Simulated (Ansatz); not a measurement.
# CH4BrGaO2: a ladder of functionals and wavefunction methods

An exercise on one series of results from a longer session: the logs are not shown, and one member is left open.

Computed with Ansatz 0.2.0, Gaussian basis. Level: functionals in def2-TZVPP, the program's frozen cores in correlated methods.

Plan: LDA (SPW92), PBE-D4, revPBE-D4, BLYP-D4, r2SCAN-D4, B97M-V, PBE0-D4, B3LYP-D4, r2SCANh-D4, r2SCAN0-D4, HSE06-D4, BHLYP-D4, CAM-B3LYP-D4, LC-ωPBE, ωB97X-V, ωB97M-V, B2PLYP, PBE-QIDH; CCSD(T)/def2-SVP; CCSD(T)/def2-TZVPP; MP2/def2-QZVPP; extrapolation to the limit; RPA on PBE.

1 further run of the same task is left out (it didn't finish).

**The relaxed structure**

The geometry comes from an earlier relaxation with PBE0-D4 in a triple-zeta def2 set; it is a stationary point, not always the lowest conformer.

9 atoms, charge 0, spin multiplicity 1.

Atoms are counted from 1 here; the program's logs count them from 0.

Bond lengths: C1–O2 1.410 Å, C1–H6 1.094 Å, C1–H7 1.094 Å, C1–H8 1.096 Å, O2–Ga3 1.767 Å, Ga3–O4 1.768 Å, Ga3–Br5 2.265 Å, O4–H9 0.961 Å. Angles: O2–C1–H6 109.5°, O2–C1–H7 109.5°, O2–C1–H8 113.1°, H6–C1–H7 108.3°, H6–C1–H8 108.2°, H7–C1–H8 108.2°, C1–O2–Ga3 124.4°, O2–Ga3–O4 119.0°, O2–Ga3–Br5 121.2°, O4–Ga3–Br5 119.8°, Ga3–O4–H9 112.2°.

Geometry (Å):

```xyz
9
CH4BrGaO2
C     1.3209    0.7335    0.5097
O     0.4717   -0.3866    0.4053
Ga   -1.0608   -0.4002   -0.4739
O    -2.0128   -1.8892   -0.5121
Br   -1.8170    1.4470   -1.5439
H     1.4605    0.9882    1.5648
H     2.2987    0.4920    0.0814
H     0.9309    1.6181   -0.0066
H    -1.5920   -2.6027   -0.0247
```

The first run:

File in.yaml:

```yaml
crystal:
  periodic: [false, false, false]
  atoms:
    - {symbol: C, position_ang: [1.320895, 0.733509, 0.509657]}
    - {symbol: O, position_ang: [0.471704, -0.386616, 0.405319]}
    - {symbol: Ga, position_ang: [-1.060848, -0.400231, -0.473870]}
    - {symbol: O, position_ang: [-2.012807, -1.889243, -0.512143]}
    - {symbol: Br, position_ang: [-1.817007, 1.446965, -1.543886]}
    - {symbol: H, position_ang: [1.460460, 0.988191, 1.564811]}
    - {symbol: H, position_ang: [2.298687, 0.492012, 0.081415]}
    - {symbol: H, position_ang: [0.930927, 1.618074, -0.006650]}
    - {symbol: H, position_ang: [-1.592002, -2.602671, -0.024654]}
basis:
  gaussian: {orbitals: def2-TZVPP}
hamiltonian: {xc: lda}
output: {orbitals: {seedname: orbitals}}
```

Started as:

```
$ ansatz run in.yaml --threads 2 --pin off --events-out ev --progress --plain --max-ram 32768MiB --backend cpu
```

Among the steps run: LDA; PBE-D4 (GGA); revPBE-D4 (GGA); BLYP-D4 (GGA); r2SCAN-D4 (meta-GGA); B97M-V (meta-GGA); PBE0-D4 (hybrid); B3LYP-D4 (hybrid); r2SCANh-D4 (hybrid); r2SCAN0-D4 (hybrid); HSE06-D4 (hybrid); BHLYP-D4 (hybrid); CAM-B3LYP-D4 (range-separated); LC-ωPBE (range-separated); ωB97X-V (range-separated); ωB97M-V (range-separated); B2PLYP (double hybrid); PBE-QIDH (double hybrid).

One table of the session follows, with a row left open; its other results are not shown here.

It belongs to the step «Orbital energies across the functionals». 

```
  functional  HOMO (eV)  gap (eV)
 LDA (SPW92)      -6.88      4.40
      PBE-D4      -6.70      4.54
   revPBE-D4          ?         ?
     BLYP-D4      -6.61      4.47
   r2SCAN-D4      -7.04      5.17
      B97M-V      -7.12      5.14
     PBE0-D4      -8.25      7.03
    B3LYP-D4      -8.01      6.45
  r2SCANh-D4      -7.62      6.08
  r2SCAN0-D4      -8.50      7.45
    HSE06-D4      -7.85      6.25
    BHLYP-D4      -9.73      9.38
CAM-B3LYP-D4      -9.72      9.43
     LC-ωPBE     -11.08     12.15
     ωB97X-V     -10.73     11.60
     ωB97M-V     -10.65     11.29
```

**Question.** Estimate the row for revPBE-D4.

As computed: HOMO (eV): -6.64; gap (eV): 4.61. In the column «HOMO (eV)» it lies between PBE-D4 (-6.70) and BLYP-D4 (-6.61).
